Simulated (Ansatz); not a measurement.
**C₂H₅FGe: up Jacob's ladder to CCSD(T)**

The task here is to estimate one member of a computed series from the others.

The runs use Ansatz 0.2.0, Gaussian basis; functionals in def2-TZVPP, the program's frozen cores in correlated methods.

Levels to be run: PBE-D4, r2SCAN-D4, PBE0-D4, B3LYP-D4, ωB97X-V, ωB97M-V, B2PLYP; CCSD(T)/def2-TZVPP; MP2/def2-QZVPP; extrapolation to the limit.

## The geometry

All runs share one geometry, relaxed beforehand with PBE0-D4 in a triple-zeta def2 set.

SMILES `F/C=[CH]/[GeH3]`, 9 atoms, charge 0, spin multiplicity 1.

Atoms are counted from 1 here; the program's logs count them from 0.

Bond lengths: F1–C2 1.338 Å, C2–C3 1.320 Å, C2–H5 1.086 Å, C3–Ge4 1.931 Å, C3–H6 1.086 Å, Ge4–H7 1.537 Å, Ge4–H8 1.537 Å, Ge4–H9 1.537 Å. Angles: F1–C2–C3 122.6°, F1–C2–H5 111.3°, C3–C2–H5 126.0°, C2–C3–Ge4 121.1°, C2–C3–H6 118.3°, Ge4–C3–H6 120.6°, C3–Ge4–H7 110.3°, C3–Ge4–H8 110.3°, C3–Ge4–H9 108.4°, H7–Ge4–H8 108.5°, H7–Ge4–H9 109.7°, H8–Ge4–H9 109.7°.

Coordinates:

```xyz
9
charge 0, multiplicity 1
F    -0.7154    2.5775    0.6900
C    -0.3298    1.4707    0.0447
C    -0.1997    0.3041    0.6479
Ge    0.3614   -1.2656   -0.3273
H    -0.1472    1.6702   -1.0067
H    -0.4162    0.2474    1.7105
H     1.6691   -1.8197    0.2613
H    -0.7156   -2.3593   -0.2411
H     0.5820   -0.8715   -1.7965
```

The first run:

The input, in.yaml:

```yaml
crystal:
  periodic: [false, false, false]
  atoms:
    - {symbol: F, position_ang: [-0.715428, 2.577519, 0.689956]}
    - {symbol: C, position_ang: [-0.329841, 1.470686, 0.044727]}
    - {symbol: C, position_ang: [-0.199672, 0.304072, 0.647885]}
    - {symbol: Ge, position_ang: [0.361430, -1.265649, -0.327315]}
    - {symbol: H, position_ang: [-0.147216, 1.670159, -1.006676]}
    - {symbol: H, position_ang: [-0.416195, 0.247439, 1.710499]}
    - {symbol: H, position_ang: [1.669102, -1.819746, 0.261327]}
    - {symbol: H, position_ang: [-0.715570, -2.359288, -0.241135]}
    - {symbol: H, position_ang: [0.581990, -0.871492, -1.796467]}
basis:
  gaussian: {orbitals: def2-TZVPP}
hamiltonian: {xc: pbe, dispersion: d4}
output: {forces: true, orbitals: {seedname: orbitals}}
```

Started as:

```console
$ ansatz run in.yaml --threads 4 --pin off --events-out ev --progress --plain --max-ram 10444MiB
```

Steps of the session up to this table: PBE-D4 (GGA); r2SCAN-D4 (meta-GGA); PBE0-D4 (hybrid); B3LYP-D4 (hybrid); ωB97X-V (range-separated); ωB97M-V (range-separated); B2PLYP (double hybrid); CCSD(T) in def2-TZVPP; MP2 in def2-QZVPP.

One table of the session follows, with a row left open; its other results are not shown here.

```
            method  atomisation energy (kJ/mol)
            PBE-D4                       3216.2
         r2SCAN-D4                       3167.2
           PBE0-D4                       3155.7
          B3LYP-D4                       3146.8
           ωB97X-V                       3165.4
           ωB97M-V                       3151.1
            B2PLYP                            ?
     HF/def2-TZVPP                       2290.7
    MP2/def2-TZVPP                       3129.9
   CCSD/def2-TZVPP                       3044.8
CCSD(T)/def2-TZVPP                       3094.1
           MP2/CBS                       3195.8
       CCSD(T)/CBS                       3160.1
```

Q: Estimate the row for B2PLYP from the others.

**Answer.** atomisation energy (kJ/mol): 3121.5. In the column «atomisation energy (kJ/mol)» it lies between CCSD(T)/def2-TZVPP (3094.1) and MP2/def2-TZVPP (3129.9).
